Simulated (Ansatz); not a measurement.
# CH6BNSi: vertical ionisation energy

An exercise on one series of results from a longer session: the logs are not shown, and one member is left open.

Program: Ansatz 0.2.0, Gaussian basis. Level of theory: unrestricted cation, the program's frozen cores in correlated methods. These are calculated values, not measurements.

Plan: UKS PBE-D4/def2-TZVPP; UKS r2SCAN-D4/def2-TZVPP; UKS PBE0-D4/def2-TZVPP; UKS B3LYP-D4/def2-TZVPP; UKS wB97X-V/def2-TZVPP; UKS wB97M-V/def2-TZVPP; UKS B2PLYP/def2-TZVPP; UHF-MP2/def2-TZVPP; UHF-MP2/def2-QZVPP; then −ε(HOMO) from the neutral's earlier runs with LDA (SPW92), PBE-D4, revPBE-D4, BLYP-D4, r2SCAN-D4, B97M-V, PBE0-D4, B3LYP-D4, r2SCANh-D4, r2SCAN0-D4, HSE06-D4, BHLYP-D4, CAM-B3LYP-D4, LC-ωPBE, ωB97X-V, ωB97M-V.

1 further run of the same task is left out (it didn't finish).

## The geometry

The geometry comes from an earlier relaxation with PBE0-D4 in a triple-zeta def2 set; it is a stationary point, not always the lowest conformer.

SMILES `[SiH3]N1BC1`, 10 atoms, charge 0, spin multiplicity 1.

Atoms are counted from 1 here; the program's logs count them from 0.

Bond lengths: Si1–N2 1.718 Å, Si1–H5 1.486 Å, Si1–H6 1.484 Å, Si1–H7 1.486 Å, N2–B3 1.359 Å, N2–C4 1.499 Å, B3–C4 1.537 Å, B3–H8 1.183 Å, C4–H9 1.089 Å, C4–H10 1.089 Å. Angles: N2–Si1–H5 109.8°, N2–Si1–H6 108.6°, N2–Si1–H7 109.8°, H5–Si1–H6 110.1°, H5–Si1–H7 108.4°, H6–Si1–H7 110.1°, Si1–N2–B3 160.1°, Si1–N2–C4 135.0°, B3–N2–C4 64.9°, N2–B3–C4 62.0°, N2–B3–H8 142.6°, C4–B3–H8 155.4°, N2–C4–B3 53.2°, N2–C4–H9 115.5°, N2–C4–H10 115.5°, B3–C4–H9 121.9°, B3–C4–H10 121.9°, H9–C4–H10 113.7°.

As a file:

```mol
CH6BNSi
  3D, bonds by distance, orders not assigned

 10 10  0  0  0  0  0  0  0  0999 V2000
    0.3018    1.4648    0.4127 Si  0  0
   -0.1749   -0.1699    0.1819 N   0  0
   -0.7741   -1.3699    0.4019 B   0  0
    0.0997   -1.2181   -0.8540 C   0  0
   -0.1385    2.2860   -0.7453 H   0  0
   -0.3224    1.9679    1.6612 H   0  0
    1.7825    1.5485    0.5122 H   0  0
   -1.4822   -1.9422    1.1574 H   0  0
   -0.3325   -1.0322   -1.8359 H   0  0
    1.1239   -1.5862   -0.8893 H   0  0
  1  2  8  0
  2  3  8  0
  3  4  8  0
  1  5  8  0
  1  6  8  0
  1  7  8  0
  3  8  8  0
  4  9  8  0
  4 10  8  0
  2  4  8  0
M  END
```

Set-up of the first run:

in.yaml reads:

```yaml
crystal:
  periodic: [false, false, false]
  atoms:
    - {symbol: Si, position_ang: [0.301781, 1.464771, 0.412681]}
    - {symbol: N, position_ang: [-0.174916, -0.169920, 0.181862]}
    - {symbol: B, position_ang: [-0.774064, -1.369914, 0.401887]}
    - {symbol: C, position_ang: [0.099723, -1.218138, -0.853983]}
    - {symbol: H, position_ang: [-0.138516, 2.286047, -0.745269]}
    - {symbol: H, position_ang: [-0.322356, 1.967886, 1.661218]}
    - {symbol: H, position_ang: [1.782455, 1.548514, 0.512203]}
    - {symbol: H, position_ang: [-1.482242, -1.942198, 1.157414]}
    - {symbol: H, position_ang: [-0.332533, -1.032152, -1.835881]}
    - {symbol: H, position_ang: [1.123867, -1.586197, -0.889329]}
basis:
  gaussian: {orbitals: def2-TZVPP}
total_charge: 1
magnetization: {spin_polarized: true, initial_magnetization: 1}
hamiltonian: {xc: pbe, dispersion: d4}
```

Steps of the session up to this table: Cation, UKS PBE-D4/def2-TZVPP; Cation, UKS r2SCAN-D4/def2-TZVPP; Cation, UKS PBE0-D4/def2-TZVPP; Cation, UKS B3LYP-D4/def2-TZVPP; Cation, UKS wB97X-V/def2-TZVPP; Cation, UKS wB97M-V/def2-TZVPP; Cation, UKS B2PLYP (frozen core)/def2-TZVPP; Cation, UHF-MP2/def2-TZVPP; Cation, UHF-MP2/def2-QZVPP.

One table of the session follows, with a row left open; its other results are not shown here.

Orbital estimates, from the neutral's runs:

```
  functional  −ε(HOMO) (eV)
 LDA (SPW92)           6.68
      PBE-D4           6.57
   revPBE-D4           6.53
     BLYP-D4           6.44
   r2SCAN-D4           6.78
      B97M-V           6.90
     PBE0-D4           7.82
    B3LYP-D4           7.60
  r2SCANh-D4           7.26
  r2SCAN0-D4           7.97
    HSE06-D4           7.42
    BHLYP-D4           8.98
CAM-B3LYP-D4           9.17
     LC-ωPBE          10.55
     ωB97X-V          10.18
     ωB97M-V              ?
```

Estimate the missing values for ωB97M-V.

**Answer.** −ε(HOMO) (eV): 10.09. In the column «−ε(HOMO) (eV)» it lies between CAM-B3LYP-D4 (9.17) and ωB97X-V (10.18).
